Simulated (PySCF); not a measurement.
**Pb⁺: fine-structure interval with spin-orbit coupling**

Aim: the fine-structure interval of lead from differences of total energies, at each level of theory, and how far each lands from the tabulated value where there is one.

Program: PySCF 2.14.0. Level of theory: two-component X2C-1e, generalised determinants. These are calculated values, not measurements, unless marked.

## Step 1: The atom as given

| Property | Result |
| --- | --- |
| Element | lead (Z = 82) |
| Basis | x2c-TZVPall-2c |
| Hamiltonian | two-component X2C-1e, Gaussian nucleus, no Breit or QED terms; spin-orbit coupling, run by run: screened by Boettger's factors; bare |
| Core shells frozen in the correlated runs | [Kr] 4d10 4f14 (for Pb⁺) |
| State 1 | Pb⁺ 6p J=3/2: [Xe] 4f14 5d10 6s2 6p1; 6p3/2 filled at m_j = +3/2 |
| Needed too, but not shown | Pb⁺ [Xe] 4f14 5d10 6s2 6p1 (2P) |
| Methods | GHF, GMP2 |

Outer shells as boxes (Hund's rule):

Pb+ [Xe] 4f14 5d10 6s2 6p1
```
[Xe] core
4f [↑↓][↑↓][↑↓][↑↓][↑↓][↑↓][↑↓]
5d [↑↓][↑↓][↑↓][↑↓][↑↓]
6s [↑↓]
6p [↑ ][  ][  ]
```

A driver program built on PySCF's X2C-1e integrals ran all steps in one process from the settings above; there is no separate input file.

The integrals over 110 functions and the set-up took 13 s of CPU time.

## Step 2: Pb⁺ 6p J=3/2

**GHF (screened spin-orbit)**

The program printed:

```text
cycle= 1 E= -20903.1843995941  delta_E= -2.09e+04  |FDS-SDF|= 0.129
cycle= 2 E= -20903.2134905759  delta_E= -0.0291  |FDS-SDF|= 0.00492
cycle= 3 E= -20903.2142706279  delta_E= -0.00078  |FDS-SDF|= 0.000935
cycle= 4 E= -20903.2143490423  delta_E= -7.84e-05  |FDS-SDF|= 0.000286
cycle= 5 E= -20903.2143609464  delta_E= -1.19e-05  |FDS-SDF|= 6.87e-05
cycle= 6 E= -20903.2143613969  delta_E= -4.51e-07  |FDS-SDF|= 3.24e-05
cycle= 7 E= -20903.2143614775  delta_E= -8.06e-08  |FDS-SDF|= 3.61e-06
cycle= 8 E= -20903.2143614805  delta_E= -3.06e-09  |FDS-SDF|= 3.44e-07
```

It used 7.2 s of CPU time after the integrals (shared host).

Occupied spinors:

| spinor shell | electrons | mean energy (eV) | weight of the nominal j | rms radius (bohr) |
| --- | --- | --- | --- | --- |
| 1s1/2 | 2 | -88478.9 | 1.000 | 0.0181 |
| 2s1/2 | 2 | -15986.6 | 1.000 | 0.0730 |
| 2p1/2 | 2 | -15328.8 | 1.000 | 0.0617 |
| 2p3/2 | 4 | -13134.3 | 1.000 | 0.0700 |
| 3s1/2 | 2 | -3915.9 | 1.000 | 0.186 |
| 3p1/2 | 2 | -3619.9 | 1.000 | 0.178 |
| 3p3/2 | 4 | -3123.4 | 1.000 | 0.195 |
| 3d3/2 | 4 | -2642.3 | 1.000 | 0.170 |
| 3d5/2 | 6 | -2537.1 | 1.000 | 0.175 |
| 4s1/2 | 2 | -931.95 | 1.000 | 0.408 |
| 4p1/2 | 2 | -802.68 | 1.000 | 0.412 |
| 4p3/2 | 4 | -679.47 | 1.000 | 0.446 |
| 4d3/2 | 4 | -468.74 | 1.000 | 0.455 |
| 4d5/2 | 6 | -445.09 | 1.000 | 0.466 |
| 5s1/2 | 2 | -175.09 | 1.000 | 0.915 |
| 4f5/2 | 6 | -169.53 | 1.000 | 0.493 |
| 4f7/2 | 8 | -164.56 | 1.000 | 0.495 |
| 5p1/2 | 2 | -128.70 | 1.000 | 0.985 |
| 5p3/2 | 4 | -105.76 | 1.000 | 1.07 |
| 5d3/2 | 4 | -39.064 | 0.999 | 1.35 |
| 5d5/2 | 6 | -36.204 | 0.999 | 1.41 |
| 6s1/2 | 2 | -22.519 | 1.000 | 2.46 |
| 6p3/2 | 1 | -12.873 | 1.000 | 3.38 |

M_J = 3/2, ⟨J²⟩ = 3.758, ⟨L²⟩ = 2.202, ⟨S²⟩ = 0.950.

**GMP2 (screened spin-orbit)**

No log was kept for this step.

It used 2 s of CPU time after the integrals (shared host).

With 21 electrons correlated and 24 very high virtual spinors dropped, the MP2 correlation energy is -0.49511 hartree. Largest pairs: 5d3/2-5d5/2 -0.1101, 5d5/2-5d5/2 -0.0784, 5d5/2-6s1/2 -0.0538, 5d3/2-6s1/2 -0.0348, 5d3/2-5d3/2 -0.0328.

**GHF (bare spin-orbit)**

The program printed:

```text
cycle= 1 E= -20905.4433471605  delta_E= -2.09e+04  |FDS-SDF|= 0.134
cycle= 2 E= -20905.4746168836  delta_E= -0.0313  |FDS-SDF|= 0.0053
cycle= 3 E= -20905.4754421847  delta_E= -0.000825  |FDS-SDF|= 0.00105
cycle= 4 E= -20905.4755220072  delta_E= -7.98e-05  |FDS-SDF|= 0.000309
cycle= 5 E= -20905.4755353520  delta_E= -1.33e-05  |FDS-SDF|= 5.26e-05
cycle= 6 E= -20905.4755358793  delta_E= -5.27e-07  |FDS-SDF|= 1.68e-05
cycle= 7 E= -20905.4755358990  delta_E= -1.97e-08  |FDS-SDF|= 4.84e-06
```

It used 6.6 s of CPU time after the integrals (shared host).

The outer occupied spinors:

| spinor shell | electrons | mean energy (eV) | weight of the nominal j | rms radius (bohr) |
| --- | --- | --- | --- | --- |
| 4f5/2 | 6 | -170.98 | 1.000 | 0.493 |
| 4f7/2 | 8 | -163.42 | 1.000 | 0.496 |
| 5p1/2 | 2 | -129.24 | 1.000 | 0.983 |
| 5p3/2 | 4 | -105.61 | 1.000 | 1.08 |
| 5d3/2 | 4 | -39.333 | 0.999 | 1.35 |
| 5d5/2 | 6 | -36.053 | 1.000 | 1.41 |
| 6s1/2 | 2 | -22.524 | 1.000 | 2.46 |
| 6p3/2 | 1 | -12.865 | 1.000 | 3.38 |

M_J = 3/2, ⟨J²⟩ = 3.758, ⟨L²⟩ = 2.219, ⟨S²⟩ = 0.967.

## Step 3: The energy differences

Fine-structure interval: Pb⁺ [Xe] 4f14 5d10 6s2 6p1 [6p1/2^1, M_J = 1/2] → Pb⁺ [Xe] 4f14 5d10 6s2 6p1 [6p3/2^1, M_J = 3/2].

| method | value (eV) | error (eV) |
| --- | --- | --- |
| GHF (screened spin-orbit) | 1.824 | +0.078 |
| GMP2 (screened spin-orbit) | 1.684 | -0.061 |
| GHF (bare spin-orbit) | 1.869 | +0.123 |

Reference: 1.746 eV (measured; NIST Handbook of Basic Atomic Spectroscopic Data (Sansonetti and Martin, J. Phys. Chem. Ref. Data 34, 1559 (2005))).

The differences also use runs on Pb⁺ [Xe] 4f14 5d10 6s2 6p1 (2P), which are not shown here.

## Step 4: What came out

```
                               quantity                                                                                  value
fine-structure interval, Pb⁺ → 6p J=3/2  GHF (screened spin-orbit) 1.824, GMP2 (screened spin-orbit) 1.684 eV; reference 1.746
```

Each level's miss (mean over 1 difference):

| method | mean absolute miss against the measured value (with the measured fine structure taken into account where it is known) (eV) |
| --- | --- |
| GHF (screened spin-orbit) | 0.078 |
| GMP2 (screened spin-orbit) | 0.061 |
| GHF (bare spin-orbit) | 0.123 |

What this shows: GMP2 (screened spin-orbit) lands nearest to the measured value (off by 0.06 eV), level with GHF (screened spin-orbit); GHF (bare spin-orbit) misses by most (0.12 eV). The basis is finite, and no extrapolation was made.
